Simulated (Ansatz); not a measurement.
# CH5FSSi: a ladder of functionals and wavefunction methods

One table from this session's results is given with a row withheld; the runs are named, their logs left out.

The runs use Ansatz 0.2.0, Gaussian basis; functionals in def2-TZVPP, the program's frozen cores in correlated methods.

The runs, in order: LDA (SPW92), PBE-D4, revPBE-D4, BLYP-D4, r2SCAN-D4, B97M-V, PBE0-D4, B3LYP-D4, r2SCANh-D4, r2SCAN0-D4, HSE06-D4, BHLYP-D4, CAM-B3LYP-D4, LC-ωPBE, ωB97X-V, ωB97M-V, B2PLYP, PBE-QIDH; CCSD(T)/def2-SVP; CCSD(T)/def2-TZVPP; MP2/def2-QZVPP; extrapolation to the limit; RPA on PBE.

## Structure used throughout

An earlier PBE0-D4 in a triple-zeta def2 set relaxation fixed the geometry.

SMILES `F[SiH2]CS`, 9 atoms, charge 0, spin multiplicity 1.

Atoms are counted from 1 here; the program's logs count them from 0.

Bond lengths: F1–Si2 1.604 Å, Si2–C3 1.863 Å, Si2–H5 1.485 Å, Si2–H6 1.480 Å, C3–S4 1.814 Å, C3–H7 1.094 Å, C3–H8 1.092 Å, S4–H9 1.343 Å. Angles: F1–Si2–C3 108.0°, F1–Si2–H5 107.1°, F1–Si2–H6 108.2°, C3–Si2–H5 111.5°, C3–Si2–H6 110.7°, H5–Si2–H6 111.3°, Si2–C3–S4 111.0°, Si2–C3–H7 108.7°, Si2–C3–H8 112.7°, S4–C3–H7 105.7°, S4–C3–H8 111.1°, H7–C3–H8 107.3°, C3–S4–H9 97.1°.

Coordinates:

```mol
CH5FSSi
  3D, bonds by distance, orders not assigned

  9  8  0  0  0  0  0  0  0  0999 V2000
   -1.2039    1.0224   -1.1483 F   0  0
    0.3018    0.7970   -0.6441 Si  0  0
    0.3546   -0.8001    0.3132 C   0  0
   -0.8454   -0.7827    1.6740 S   0  0
    1.1623    0.7353   -1.8530 H   0  0
    0.6743    1.9380    0.2224 H   0  0
    1.3367   -0.8928    0.7863 H   0  0
    0.2154   -1.6779   -0.3219 H   0  0
   -1.9073   -0.3857    0.9543 H   0  0
  1  2  8  0
  2  3  8  0
  3  4  8  0
  2  5  8  0
  2  6  8  0
  3  7  8  0
  3  8  8  0
  4  9  8  0
M  END
```

The first run:

Input file in.yaml:

```yaml
crystal:
  periodic: [false, false, false]
  atoms:
    - {symbol: F, position_ang: [-1.203907, 1.022430, -1.148285]}
    - {symbol: Si, position_ang: [0.301773, 0.796958, -0.644083]}
    - {symbol: C, position_ang: [0.354558, -0.800079, 0.313177]}
    - {symbol: S, position_ang: [-0.845352, -0.782725, 1.674046]}
    - {symbol: H, position_ang: [1.162348, 0.735270, -1.852960]}
    - {symbol: H, position_ang: [0.674307, 1.937998, 0.222409]}
    - {symbol: H, position_ang: [1.336708, -0.892829, 0.786278]}
    - {symbol: H, position_ang: [0.215362, -1.677870, -0.321930]}
    - {symbol: H, position_ang: [-1.907295, -0.385652, 0.954349]}
basis:
  gaussian: {orbitals: def2-TZVPP}
hamiltonian: {xc: lda}
output: {orbitals: {seedname: orbitals}}
```

Steps of the session up to this table: LDA; PBE-D4 (GGA); revPBE-D4 (GGA); BLYP-D4 (GGA); r2SCAN-D4 (meta-GGA); B97M-V (meta-GGA); PBE0-D4 (hybrid); B3LYP-D4 (hybrid); r2SCANh-D4 (hybrid); r2SCAN0-D4 (hybrid); HSE06-D4 (hybrid); BHLYP-D4 (hybrid); CAM-B3LYP-D4 (range-separated); LC-ωPBE (range-separated); ωB97X-V (range-separated); ωB97M-V (range-separated); B2PLYP (double hybrid); PBE-QIDH (double hybrid).

One of the session's tables, all rows but one given; the rest of the session is left out.

It belongs to the step «Orbital energies across the functionals». 

| functional | HOMO (eV) | gap (eV) |
| --- | --- | --- |
| LDA (SPW92) | -5.85 | 4.74 |
| PBE-D4 | -5.74 | 4.87 |
| revPBE-D4 | -5.69 | 4.93 |
| BLYP-D4 | -5.58 | 4.84 |
| r2SCAN-D4 | -5.99 | 5.51 |
| B97M-V | -6.11 | 5.46 |
| PBE0-D4 | -6.97 | 7.00 |
| B3LYP-D4 | -6.73 | 6.52 |
| r2SCANh-D4 | -6.44 | 6.28 |
| r2SCAN0-D4 | -7.13 | 7.41 |
| HSE06-D4 | -6.57 | 6.22 |
| BHLYP-D4 | ? | ? |
| CAM-B3LYP-D4 | -8.31 | 9.31 |
| LC-ωPBE | -9.71 | 11.93 |
| ωB97X-V | -9.34 | 11.41 |
| ωB97M-V | -9.18 | 10.93 |

**Question.** Estimate the row for BHLYP-D4.

Worked estimate for «HOMO (eV)». Against the share of exact exchange, BLYP-D4 (0, -5.58), B3LYP-D4 (0.2, -6.73) give a slope of -5.75 per unit share; at 0.5 the line stands at -8.45.

As computed: HOMO (eV): -8.07; gap (eV): 8.95. In «HOMO (eV)» the line misses by -0.38.
